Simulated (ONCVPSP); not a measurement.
# Pseudopotential generation for aluminium: ONCV, LDA (Perdew-Zunger)

Aim: build the potential from the settings below, then test how well it stands in for the atom: other configurations, scattering, ghost states and the plane-wave cutoff that it needs.

Method: ONCVPSP 4.0.1, LDA (Perdew-Zunger), scalar-relativistic.

### 1 Starting point

Typed settings, in words:

* element: aluminium (Al, Z = 13)
* type: optimised norm-conserving Vanderbilt (ONCV)
* frozen core: [Ne]
* valence charge: 3
* reference configuration: 3s2 (charge +1)
* partial waves: 3s: rc 1.95 bohr, ncon 4, nbas 8, qcut 3.7 1/bohr, 2 projectors, debl 0.9 Ha; p scattering state at 0.06 Ha: rc 1.85 bohr, ncon 4, nbas 7, qcut 5 1/bohr, 2 projectors, debl 1.1 Ha
* local potential: polynomial inside 1.80 bohr (lpopt 4, dvloc0 -1 Ha)
* core correction: not asked for

An earlier all-electron run gives the scale for the radii.

All-electron outer shells of the reference configuration (LDA (Perdew-Zunger), scalar-relativistic, ld1.x):

| shell | level (eV) | outermost node (bohr) | outermost maximum (bohr) |
| --- | --- | --- | --- |
| 2p | -78.09 | – | 0.43 |
| 3s | -14.92 | 0.80 | 2.01 |
| 3p | -9.16 | 0.81 | 2.39 |

### 2 Generation

Contents of Al.dat:

```
# ATOM AND REFERENCE CONFIGURATION
# atsym  z   nc   nv     iexc    psfile
  Al 13.00    3    1        3      upf
#
#   n    l    f
    1    0    2.00
    2    0    2.00
    2    1    6.00
    3    0    2.00
#
# PSEUDOPOTENTIAL AND OPTIMIZATION
# lmax
    1
#
#   l,   rc,      ep,       ncon, nbas, qcut
    0    1.95    0.00    4    8    3.70
    1    1.85    0.06    4    7    5.00
#
# LOCAL POTENTIAL
# lloc, lpopt,  rc(5),   dvloc0
    4    4    1.80   -1.00
#
# VANDERBILT-KLEINMAN-BYLANDER PROJECTORs
# l, nproj, debl
    0    2    0.90
    1    2    1.10
#
# MODEL CORE CHARGE
# icmod, fcfact, rcfact
    0    0.00    0.00
#
# LOG DERIVATIVE ANALYSIS
# epsh1, epsh2, depsh
   -2.00    5.00    0.02
#
# OUTPUT GRID
# rlmax, drl
    6.00    0.01
#
# TEST CONFIGURATIONS
# ncnf
    4
# nvcnf
#   n    l    f
    2
    3    0    2.00
    3    1    1.00
#
    1
    3    0    1.00
#
    2
    3    0    2.00
    3    1    0.50
#
    2
    3    0    1.00
    3    1    2.00
#
```

On the command line:

```
oncvpsp.x < Al.dat > Al.out
```

**Question.** What will these runs give? Wanted: cutoffs for 1 and 0.1 mHa per electron, occupied waves; bound ghosts; GHOST(+) flags; largest test error; largest phase difference near zero energy, channels read; projector energies reset by the program.

The runs gave:

| quantity | value |
| --- | --- |
| cutoffs for 1 and 0.1 mHa per electron, occupied waves | 5.8 Ha and 12 Ha |
| bound ghosts | none found |
| GHOST(+) flags | s at 90 eV |
| largest test error (AE − PS) | +61 meV, for 3s1 |
| largest phase difference near zero energy, channels read | 0.002 rad |
| projector energies reset by the program | p: 0.050, 1.150 Ha |

By total energies transferability is fair: the largest error is 61 meV on 19.4 eV, for 3s1. It counts as soft on the atom at that tolerance, with 5.8 Ha needed at the looser tolerance. The program's ghost test flags no bound state. Near zero energy the phases of the channels with partial waves agree within 0.002 rad. The program also flags highly localised states, GHOST(+) (s). These are tests on the free atom; a crystal test is still owed.
